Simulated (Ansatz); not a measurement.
Ni3Hg, space group Pm-3m: an equation of state with a fit, run with Ansatz 0.2.0 through its Python package.

`eos_ni3hg.py`
```python
"""Equation of state of Ni3Hg."""

import ansatz as az
import numpy as np
from scipy.optimize import curve_fit

vectors0 = np.array([
    [3.744911, 0.0, 0.0],
    [0.0, 3.744911, 0.0],
    [0.0, 0.0, 3.744911],
])
sites = [
    ("Ni", [0.0, 0.5, 0.5], 1.5),
    ("Ni", [0.5, 0.0, 0.5], 1.5),
    ("Ni", [0.5, 0.5, 0.0], 1.5),
    ("Hg", [0.0, 0.0, 0.0], 0.0),
]


def crystal_on(cell):
    crystal = az.Crystal(lattice=az.Lattice.of(cell))
    for symbol, position, moment in sites:
        crystal = crystal.atom(symbol, position, moment=moment or None)
    return crystal

def vinet(v, e0, v0, b0, b1):
    eta = (v / v0) ** (1 / 3)
    return e0 + 2 * b0 * v0 / (b1 - 1) ** 2 * (2 - (5 + 3 * b1 * (eta - 1) - 3 * eta) * np.exp(-1.5 * (b1 - 1) * (eta - 1)))

# scale the volume, keep shape and fractions
volumes, energies, pressures = [], [], []
for scale in np.linspace(0.92, 1.08, 7):
    cell = vectors0 * scale ** (1 / 3)
    calc = (
        crystal_on(cell).calculation()
        .functional("pbesol")
        .basis(35 * az.Ry)
        .occupations("Fermi-Dirac", width=0.1)
        .spin("collinear")
        .scf(max_iterations=55)
        .kpoints(6, 6, 6)
        .stress()
    )
    data = calc.run(threads=1, pin="off").report
    volumes.append(abs(np.linalg.det(cell)) / len(sites))
    energies.append(data["free_energy_ev"] / len(sites))
    pressures.append(np.trace(data["stress_gpa"]) / 3)
    print(f"V = {volumes[-1]:8.4f} A^3/atom  F = {energies[-1]:.5f} eV/atom  P = {pressures[-1]:8.3f} GPa")

guess = (min(energies), volumes[int(np.argmin(energies))], 0.5, 4.5)
(e0, v0, b0, b1), _ = curve_fit(vinet, np.array(volumes), np.array(energies), p0=guess, maxfev=20000)
print(f"Vinet fit: V0 = {v0:.4f} A^3/atom, B0 = {160.21766 * b0:.1f} GPa, B1 = {b1:.2f}")
print("largest residual", round(1000 * float(np.abs(vinet(np.array(volumes), e0, v0, b0, b1) - energies).max()), 3), "meV/atom")
```

Its results, one of them left out:

| V (Å³/atom) | F less the lowest row shown (meV/atom) |
| --- | --- |
| 12.080 | ? |
| 12.430 | 0.00 |
| 12.780 | 1.69 |
| 13.130 | 13.39 |
| 13.480 | 33.53 |
| 13.830 | 60.73 |
| 14.180 | 93.86 |

What is the missing energy at 12.080 Å³ an atom?

A third-order Birch-Murnaghan fit, E = E0 + (9 V0 B0 / 16) [(t - 1)³ B' + (t - 1)² (6 - 4t)] with t = (V0/V)^(2/3), through the 6 rows shown gives V0 = 12.549 Å³, B0 = 183.6 GPa, B' = 5.18 and E0 = -0.66 meV. At V = 12.080 Å³, t = 1.02572, and the fit extrapolates to 10.21 meV. The run gave 10.22 meV, a miss of 0.00 meV.

Caveats:
- Other magnetic orders than the one started from may lie lower.
- The mesh is modest for a metal, so energies can be off by several to tens of meV an atom and pressures by half a GPa or more; differences at equal mesh fare better.
- Pressure is positive in compression.
- Spin-orbit coupling, which matters for elements this heavy, is left out.
- At these settings the cell as given stands under about -7 GPa, so it isn't at this functional's equilibrium volume.
- The structure comes from a database of computed cells and needn't be a stable or known phase.
- Run time: 67 s on 1 thread of Arm Neoverse V2, on a shared host, peak memory 0.56 GiB.
